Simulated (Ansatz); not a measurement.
A calculation with Ansatz 0.2.0 of ScSi2 (ASE script, structure from a CIF):

Contents of run.py:

```python
import json

import ase.io
import numpy as np
from ase.calculators.calculator import CalculationFailed, Calculator
from ase.stress import full_3x3_to_voigt_6_stress
from ase.units import GPa

import ansatz as az

class AnsatzCalculator(Calculator):
    implemented_properties = ["energy", "free_energy", "forces", "stress", "magmom"]

    def calculate(self, atoms, properties, system_changes):
        super().calculate(atoms, properties, system_changes)
        structure = atoms.copy()
        structure.set_constraint()
        structure.set_momenta(None)
        structure.set_masses(None)
        outcome = (
            az.Crystal.from_ase(structure)
            .calculation()
            .basis(xc_grid=2)
            .kpoints(8, 8, 7)
            .functional(exchange="rpw86", correlation="pbe")
            .pseudopotentials(kind="paw", partial_waves="polarizable")
            .scf(tolerance=2e-10)
            .occupations(method="cold", width=0.15)
            .forces()
            .stress()
            .run(threads=2)
        )
        if not outcome.report["converged"]:
            raise CalculationFailed("SCF not converged")
        report = outcome.report
        self.results = {
            "free_energy": report["lagrangian_ev"],
            "energy": report["lagrangian_ev"],
            "forces": np.array(report["forces_ev_ang"]),
            "stress": -GPa * full_3x3_to_voigt_6_stress(report["stress_gpa"]),
            "magmom": report["magnetization_mub"],
        }

np.set_printoptions(precision=5, suppress=True, linewidth=110)
atoms = ase.io.read("ScSi2.cif")
atoms.info.pop("occupancy", None)
atoms.calc = AnsatzCalculator()
print(f"free energy {atoms.get_potential_energy():.6f} eV")
print("forces (eV/A)", atoms.get_forces(), sep="\n")
print("stress (GPa, Voigt, tension positive)", atoms.get_stress() / GPa, sep="\n")
print(f"moment {atoms.get_magnetic_moment():.4f} muB")
```

ScSi2.cif

```cif
data_ScSi2
_cell_length_a 3.66000000
_cell_length_b 3.66000000
_cell_length_c 3.87000000
_cell_angle_alpha 90.00000000
_cell_angle_beta 90.00000000
_cell_angle_gamma 120.00000000
_space_group_name_H-M_alt 'P6/mmm'
_space_group_name_Hall '-P 6 2'
_space_group_IT_number 191
loop_
_space_group_symop_operation_xyz
'x,y,z'
'-x,-y,-z'
'x-y,x,z'
'-x+y,-x,-z'
'-y,x-y,z'
'y,-x+y,-z'
'-x,-y,z'
'x,y,-z'
'-x+y,-x,z'
'x-y,x,-z'
'y,-x+y,z'
'-y,x-y,-z'
'-y,-x,-z'
'y,x,z'
'-x,-x+y,-z'
'x,x-y,z'
'-x+y,y,-z'
'x-y,-y,z'
'y,x,-z'
'-y,-x,z'
'x,x-y,-z'
'-x,-x+y,z'
'x-y,-y,-z'
'-x+y,y,z'
loop_
_atom_site_label
_atom_site_type_symbol
_atom_site_symmetry_multiplicity
_atom_site_Wyckoff_symbol
_atom_site_fract_x
_atom_site_fract_y
_atom_site_fract_z
_atom_site_occupancy
Sc1 Sc 1 a 0.0000000000 0.0000000000 0.0000000000 1
Si1 Si 2 d 0.6666666667 0.3333333333 0.5000000000 1
```

Potentials or basis: Ansatz PAW polarizable.

Run with:

```sh
$ python run.py
```

Question: Write the same calculation in another form: native input, structure typed inline.

Answer: As run:

File input.yaml:

```yaml
crystal:
  lattice:
    - [3.66, 0.0, 0.0]
    - [-1.83, 3.1696529779, 0.0]
    - [0.0, 0.0, 3.87]
  atoms:
    - { symbol: Sc, position: [0.0, 0.0, 0.0] }
    - { symbol: Si, position: [0.6666666667, 0.3333333333, 0.5] }
    - { symbol: Si, position: [0.3333333333, 0.6666666667, 0.5] }
hamiltonian:
  xc: { exchange: rpw86, correlation: pbe }
  pseudopotentials: { kind: paw, partial_waves: polarizable }
kpoints:
  mp_grid: { grid: [8, 8, 7] }
scf:
  occupations: { method: cold, width: 0.15 }
output:
  forces: true
  stress: true
  eigenvalues: true
```

Potentials or basis: Ansatz PAW polarizable.

Launch:

```bash
$ ansatz run input.yaml --threads 2 --pin off --max-ram 5120MiB --backend cpu --events-out ev --progress --plain --runs-dir out
```

Both were run:

|  | ASE script, structure from a CIF | native input, structure typed inline |
| --- | --- | --- |
| Pressure | 27.0 GPa | 27.0 GPa |

Keys that steer only the numerical path or the files written may differ.

Caveat: so large a pressure means that the cell lies far from this level's equilibrium, or that cutoff or potentials fall short; the PAW data sets come from PBE, with cores solved anew for the run's functional, which leaves a small shift of forces and pressure.
